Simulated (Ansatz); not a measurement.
**C₂H₇GaSi: basis-set convergence**

An exercise on one series of results from a longer session: the logs are not shown, and one member is left open.

The runs use Ansatz 0.2.0, Gaussian basis; one geometry, several basis sets.

Levels to be run: PBE0-D4/def2-SVP; ωB97M-V/def2-SVP; PBE0-D4/def2-QZVPP; ωB97M-V/def2-QZVPP; the functionals' def2-TZVPP values are taken from earlier runs.

**The geometry**

All runs share one geometry, relaxed beforehand with PBE0-D4 in a triple-zeta def2 set.

11 atoms, charge 0, spin multiplicity 1.

Atoms are counted from 1 here; the program's logs count them from 0.

Bond lengths: Si1–C2 1.846 Å, Si1–H5 1.522 Å, Si1–H6 1.486 Å, Si1–H7 1.486 Å, C2–C3 1.340 Å, C2–H8 1.090 Å, C3–Ga4 1.983 Å, C3–H9 1.092 Å, Ga4–H10 1.570 Å, Ga4–H11 1.570 Å. Angles: C2–Si1–H5 103.1°, C2–Si1–H6 115.7°, C2–Si1–H7 115.7°, H5–Si1–H6 106.4°, H5–Si1–H7 106.4°, H6–Si1–H7 108.6°, Si1–C2–C3 115.8°, Si1–C2–H8 122.7°, C3–C2–H8 121.5°, C2–C3–Ga4 119.1°, C2–C3–H9 118.4°, Ga4–C3–H9 122.5°, C3–Ga4–H10 119.5°, C3–Ga4–H11 119.4°, H10–Ga4–H11 120.5°.

The first run:

The input, in.yaml:

```yaml
crystal:
  periodic: [false, false, false]
  atoms:
    - {symbol: Si, position_ang: [-1.233288, 0.849206, -0.119097]}
    - {symbol: C, position_ang: [-0.470404, -0.162139, 1.224058]}
    - {symbol: C, position_ang: [0.672885, -0.785330, 0.906993]}
    - {symbol: Ga, position_ang: [1.412881, -0.569979, -0.920580]}
    - {symbol: H, position_ang: [-0.263595, 0.668964, -1.278900]}
    - {symbol: H, position_ang: [-1.310784, 2.310848, 0.138554]}
    - {symbol: H, position_ang: [-2.557915, 0.382071, -0.604805]}
    - {symbol: H, position_ang: [-0.913472, -0.253250, 2.215960]}
    - {symbol: H, position_ang: [1.161450, -1.395254, 1.669702]}
    - {symbol: H, position_ang: [2.496984, 0.533804, -1.189490]}
    - {symbol: H, position_ang: [1.070557, -1.636039, -2.021697]}
basis:
  gaussian: {orbitals: def2-SVP}
hamiltonian: {xc: pbe0, dispersion: d4}
output: {orbitals: {seedname: orbitals}}
```

Steps of the session up to this table: PBE0-D4 in def2-SVP; ωB97M-V in def2-SVP; PBE0-D4 in def2-QZVPP; ωB97M-V in def2-QZVPP.

One of the session's tables, all rows but one given; the rest of the session is left out.

It belongs to the step «Density functionals: the series». 

```
functional       basis  HOMO (eV)
   PBE0-D4    def2-SVP      -7.68
   PBE0-D4  def2-TZVPP      -7.71
   PBE0-D4  def2-QZVPP      -7.71
   ωB97M-V    def2-SVP          ?
   ωB97M-V  def2-TZVPP      -9.89
   ωB97M-V  def2-QZVPP      -9.89
```

Q: Estimate the row for ωB97M-V, def2-SVP from the others.

The run gave: HOMO (eV): -9.82. In the column «HOMO (eV)» it lies between ωB97M-V, def2-QZVPP (-9.89) and PBE0-D4, def2-TZVPP (-7.71).
